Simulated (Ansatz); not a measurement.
**H5OPSSi: small, medium and large basis sets**

The task here is to estimate one member of a computed series from the others.

The runs use Ansatz 0.2.0, Gaussian basis; one geometry, several basis sets.

The runs, in order: PBE0-D4/def2-SVP; ωB97M-V/def2-SVP; PBE0-D4/def2-QZVPP; ωB97M-V/def2-QZVPP; the functionals' def2-TZVPP values are taken from earlier runs.

### The geometry

All runs share one geometry, relaxed beforehand with PBE0-D4 in a triple-zeta def2 set.

SMILES `OP([SiH3])S`, 9 atoms, charge 0, spin multiplicity 1.

Atoms are counted from 1 here; the program's logs count them from 0.

Bond lengths: O1–P2 1.647 Å, O1–H5 0.964 Å, P2–Si3 2.276 Å, P2–S4 2.112 Å, Si3–H6 1.491 Å, Si3–H7 1.486 Å, Si3–H8 1.484 Å, S4–H9 1.345 Å. Angles: P2–O1–H5 114.7°, O1–P2–Si3 102.2°, O1–P2–S4 105.7°, Si3–P2–S4 92.2°, P2–Si3–H6 110.8°, P2–Si3–H7 107.8°, P2–Si3–H8 109.1°, H6–Si3–H7 108.9°, H6–Si3–H8 110.2°, H7–Si3–H8 110.1°, P2–S4–H9 96.5°.

Set-up of the first run:

Input file in.yaml:

```yaml
crystal:
  periodic: [false, false, false]
  atoms:
    - {symbol: O, position_ang: [-0.410845, 1.077836, -1.615406]}
    - {symbol: P, position_ang: [-0.910868, -0.164037, -0.655887]}
    - {symbol: Si, position_ang: [1.053090, -0.922233, 0.208594]}
    - {symbol: S, position_ang: [-1.472070, 0.721331, 1.178041]}
    - {symbol: H, position_ang: [0.177053, 1.707843, -1.184352]}
    - {symbol: H, position_ang: [1.758461, 0.162421, 0.949534]}
    - {symbol: H, position_ang: [1.906616, -1.366503, -0.924071]}
    - {symbol: H, position_ang: [0.775218, -2.064148, 1.114789]}
    - {symbol: H, position_ang: [-2.788155, 0.801190, 0.911557]}
basis:
  gaussian: {orbitals: def2-SVP}
hamiltonian: {xc: pbe0, dispersion: d4}
output: {orbitals: {seedname: orbitals}}
```

On the command line:

```
ansatz run in.yaml --threads 2 --pin off --events-out ev --progress --plain --max-ram 4352MiB
```

Among the steps run: PBE0-D4 in def2-SVP; ωB97M-V in def2-SVP; PBE0-D4 in def2-QZVPP; ωB97M-V in def2-QZVPP.

One table of the session follows, with a row left open; its other results are not shown here.

| functional | basis | HOMO (eV) |
| --- | --- | --- |
| PBE0-D4 | def2-SVP | -7.02 |
| PBE0-D4 | def2-TZVPP | -7.09 |
| PBE0-D4 | def2-QZVPP | -7.12 |
| ωB97M-V | def2-SVP | ? |
| ωB97M-V | def2-TZVPP | -9.14 |
| ωB97M-V | def2-QZVPP | -9.18 |

Estimate the missing values for ωB97M-V, def2-SVP.

As computed: HOMO (eV): -9.04. In the column «HOMO (eV)» it lies between ωB97M-V, def2-TZVPP (-9.14) and PBE0-D4, def2-QZVPP (-7.12).
